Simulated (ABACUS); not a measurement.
Crystal: Cu.

```
CELL_PARAMETERS angstrom
0.00000 1.80750 1.80750
1.80750 0.00000 1.80750
1.80750 1.80750 0.00000
ATOMIC_POSITIONS crystal
Cu 0.00000 0.00000 0.00000
```

| Quantity | Value |
| --- | --- |
| Program | ABACUS 3.10.1 |
| Task | single point |
| Functional | PBEsol |
| Potentials or basis | PseudoDojo NC SR 0.4.1 PBEsol standard |
| Cutoff | 1252 eV |
| Density cutoff | 5007 eV |
| Basis | plane waves |
| k mesh | 13 × 13 × 13 |
| Occupations | fermi-dirac, width 0.05 eV |
| Spin | no spin polarisation |

On this cell: pressure -6.9 GPa; band gap on the k mesh none (metal or under the smearing width).

The same run follows on a disturbed copy (cell strained at random at fixed volume):

```
CELL_PARAMETERS angstrom
-0.00858 1.79575 1.80169
1.82295 -0.02405 1.81716
1.79533 1.78360 0.00357
ATOMIC_POSITIONS crystal
Cu 0.00146 0.97571 0.02932
```

Task: What changes?

Result: The energy (extrapolated to zero smearing) moves by +1.5 meV/atom; pressure -6.9 GPa; band gap on the k mesh none (metal or under the smearing width).

Stress tensor (GPa, compression positive):
```
-6.93  1.55 -0.77
 1.55 -6.61  0.54
-0.77  0.54 -7.01
```
